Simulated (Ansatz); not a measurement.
# CH₄AlBr: a ladder of functionals and wavefunction methods

The task here is to estimate one member of a computed series from the others.

Computed with Ansatz 0.2.0, Gaussian basis. Level: functionals in def2-TZVPP, the program's frozen cores in correlated methods.

Plan: LDA (SPW92), PBE-D4, revPBE-D4, BLYP-D4, r2SCAN-D4, B97M-V, PBE0-D4, B3LYP-D4, r2SCANh-D4, r2SCAN0-D4, HSE06-D4, BHLYP-D4, CAM-B3LYP-D4, LC-ωPBE, ωB97X-V, ωB97M-V, B2PLYP, PBE-QIDH; CCSD(T)/def2-SVP; CCSD(T)/def2-TZVPP; CCSD(T)/def2-QZVPP; extrapolation to the limit; RPA on PBE.

### The geometry

An earlier PBE0-D4 in a triple-zeta def2 set relaxation fixed the geometry.

SMILES `[CH3][AlH][Br]`, 7 atoms, charge 0, spin multiplicity 1.

Atoms are counted from 1 here; the program's logs count them from 0.

Bond lengths: C1–Al2 1.938 Å, C1–H4 1.095 Å, C1–H5 1.091 Å, C1–H6 1.095 Å, Al2–Br3 2.266 Å, Al2–H7 1.579 Å. Angles: Al2–C1–H4 110.4°, Al2–C1–H5 112.6°, Al2–C1–H6 110.5°, H4–C1–H5 108.3°, H4–C1–H6 106.5°, H5–C1–H6 108.3°, C1–Al2–Br3 119.4°, C1–Al2–H7 124.6°, Br3–Al2–H7 116.0°.

Geometry (Å):

```xyz
7

C    -0.7521    0.4929   -0.2824
Al    0.8877   -0.4472    0.1481
Br    0.8972   -1.9452    1.8477
H    -0.6052    1.5747   -0.1968
H    -1.5824    0.2079    0.3659
H    -1.0438    0.2989   -1.3198
H     2.2597   -0.2501   -0.6083
```

The first run:

in.yaml

```yaml
crystal:
  periodic: [false, false, false]
  atoms:
    - {symbol: C, position_ang: [-0.752067, 0.492906, -0.282403]}
    - {symbol: Al, position_ang: [0.887658, -0.447155, 0.148118]}
    - {symbol: Br, position_ang: [0.897245, -1.945178, 1.847700]}
    - {symbol: H, position_ang: [-0.605198, 1.574703, -0.196836]}
    - {symbol: H, position_ang: [-1.582381, 0.207901, 0.365925]}
    - {symbol: H, position_ang: [-1.043801, 0.298889, -1.319803]}
    - {symbol: H, position_ang: [2.259745, -0.250066, -0.608302]}
basis:
  gaussian: {orbitals: def2-TZVPP}
hamiltonian: {xc: lda}
output: {orbitals: {seedname: orbitals}}
```

The run is started by

```sh
ansatz run in.yaml --threads 2 --pin off --events-out ev --progress --plain --max-ram 22528MiB --backend cpu
```

Steps of the session up to this table: LDA; PBE-D4 (GGA); revPBE-D4 (GGA); BLYP-D4 (GGA); r2SCAN-D4 (meta-GGA); B97M-V (meta-GGA); B3LYP-D4 (hybrid); r2SCANh-D4 (hybrid); r2SCAN0-D4 (hybrid); HSE06-D4 (hybrid); BHLYP-D4 (hybrid); CAM-B3LYP-D4 (range-separated); LC-ωPBE (range-separated); ωB97X-V (range-separated); ωB97M-V (range-separated); B2PLYP (double hybrid); PBE-QIDH (double hybrid).

One table of the session follows, with a row left open; its other results are not shown here.

It belongs to the step «Orbital energies across the functionals». 

| functional | HOMO (eV) | gap (eV) |
| --- | --- | --- |
| LDA (SPW92) | -6.88 | 4.61 |
| PBE-D4 | -6.76 | 4.75 |
| revPBE-D4 | -6.72 | 4.82 |
| BLYP-D4 | -6.62 | 4.72 |
| r2SCAN-D4 | -7.07 | 5.39 |
| B97M-V | -7.15 | 5.30 |
| PBE0-D4 | -8.01 | 6.76 |
| B3LYP-D4 | -7.78 | 6.32 |
| r2SCANh-D4 | -7.53 | 6.10 |
| r2SCAN0-D4 | -8.22 | 7.15 |
| HSE06-D4 | -7.61 | 5.99 |
| BHLYP-D4 | -9.14 | 8.65 |
| CAM-B3LYP-D4 | -9.34 | 9.01 |
| LC-ωPBE | ? | ? |
| ωB97X-V | -10.36 | 11.00 |
| ωB97M-V | -10.20 | 10.56 |

Q: Estimate the row for LC-ωPBE from the others.

The run gave: HOMO (eV): -10.72; gap (eV): 11.48. In the column «HOMO (eV)» it is the lowest.
